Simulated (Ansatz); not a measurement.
**CH6ClFSi2: up Jacob's ladder to CCSD(T)**

An exercise on one series of results from a longer session: the logs are not shown, and one member is left open.

The runs use Ansatz 0.2.0, Gaussian basis; functionals in def2-TZVPP, the program's frozen cores in correlated methods.

Plan: LDA (SPW92), PBE-D4, revPBE-D4, BLYP-D4, r2SCAN-D4, B97M-V, PBE0-D4, B3LYP-D4, r2SCANh-D4, r2SCAN0-D4, HSE06-D4, BHLYP-D4, CAM-B3LYP-D4, LC-ωPBE, ωB97X-V, ωB97M-V, B2PLYP, PBE-QIDH; CCSD(T)/def2-SVP; CCSD(T)/def2-TZVPP; MP2/def2-QZVPP; extrapolation to the limit; RPA on PBE.

### Structure used throughout

All runs share one geometry, relaxed beforehand with PBE0-D4 in a triple-zeta def2 set.

11 atoms, charge 0, spin multiplicity 1.

Atoms are counted from 1 here; the program's logs count them from 0.

Bond lengths: F1–Si2 1.602 Å, Si2–C3 1.857 Å, Si2–H6 1.483 Å, Si2–H7 1.483 Å, C3–Si4 1.860 Å, C3–H8 1.096 Å, C3–H9 1.096 Å, Si4–Cl5 2.058 Å, Si4–H10 1.482 Å, Si4–H11 1.482 Å. Angles: F1–Si2–C3 109.1°, F1–Si2–H6 107.5°, F1–Si2–H7 107.5°, C3–Si2–H6 111.2°, C3–Si2–H7 111.1°, H6–Si2–H7 110.3°, Si2–C3–Si4 116.0°, Si2–C3–H8 108.5°, Si2–C3–H9 108.5°, Si4–C3–H8 108.0°, Si4–C3–H9 108.1°, H8–C3–H9 107.4°, C3–Si4–Cl5 109.7°, C3–Si4–H10 111.1°, C3–Si4–H11 111.1°, Cl5–Si4–H10 107.4°, Cl5–Si4–H11 107.4°, H10–Si4–H11 109.9°.

The first run:

Input file in.yaml:

```yaml
crystal:
  periodic: [false, false, false]
  atoms:
    - {symbol: F, position_ang: [-2.790409, -0.889636, 0.264569]}
    - {symbol: Si, position_ang: [-1.446065, -0.535567, -0.530686]}
    - {symbol: C, position_ang: [-0.153592, 0.021346, 0.680737]}
    - {symbol: Si, position_ang: [1.500193, 0.473533, -0.040408]}
    - {symbol: Cl, position_ang: [2.776852, 1.058731, 1.464110]}
    - {symbol: H, position_ang: [-1.770733, 0.539855, -1.499048]}
    - {symbol: H, position_ang: [-1.015554, -1.760982, -1.246767]}
    - {symbol: H, position_ang: [0.003174, -0.778389, 1.413552]}
    - {symbol: H, position_ang: [-0.537587, 0.892653, 1.223357]}
    - {symbol: H, position_ang: [1.378683, 1.608335, -0.986057]}
    - {symbol: H, position_ang: [2.120338, -0.686879, -0.722760]}
basis:
  gaussian: {orbitals: def2-TZVPP}
hamiltonian: {xc: lda}
output: {orbitals: {seedname: orbitals}}
```

Among the steps run: LDA; PBE-D4 (GGA); revPBE-D4 (GGA); BLYP-D4 (GGA); r2SCAN-D4 (meta-GGA); B97M-V (meta-GGA); PBE0-D4 (hybrid); B3LYP-D4 (hybrid); r2SCANh-D4 (hybrid); r2SCAN0-D4 (hybrid); HSE06-D4 (hybrid); BHLYP-D4 (hybrid); CAM-B3LYP-D4 (range-separated); LC-ωPBE-D4 (range-separated; the results give it without D4); ωB97X-V (range-separated); ωB97M-V (range-separated); B2PLYP (double hybrid); PBE-QIDH (double hybrid).

One of the session's tables, all rows but one given; the rest of the session is left out.

It belongs to the step «Orbital energies across the functionals». 

```
  functional  HOMO (eV)  gap (eV)
 LDA (SPW92)      -7.67      5.93
      PBE-D4      -7.54      6.11
   revPBE-D4      -7.49      6.20
     BLYP-D4      -7.39      6.12
   r2SCAN-D4          ?         ?
      B97M-V      -8.02      6.80
     PBE0-D4      -8.89      8.33
    B3LYP-D4      -8.63      7.88
  r2SCANh-D4      -8.37      7.59
  r2SCAN0-D4      -9.11      8.75
    HSE06-D4      -8.49      7.55
    BHLYP-D4     -10.12     10.48
CAM-B3LYP-D4     -10.24     10.71
     LC-ωPBE     -11.63     13.26
     ωB97X-V     -11.26     12.76
     ωB97M-V     -11.10     12.32
```

Estimate the missing values for r2SCAN-D4.

Worked estimate for «HOMO (eV)». Against the share of exact exchange, r2SCANh-D4 (0.1, -8.37), r2SCAN0-D4 (0.25, -9.11) give a slope of -4.93 per unit share; at 0 the line stands at -7.88.

**Answer.** HOMO (eV): -7.88; gap (eV): 6.80. In «HOMO (eV)» the line misses by 0.00.
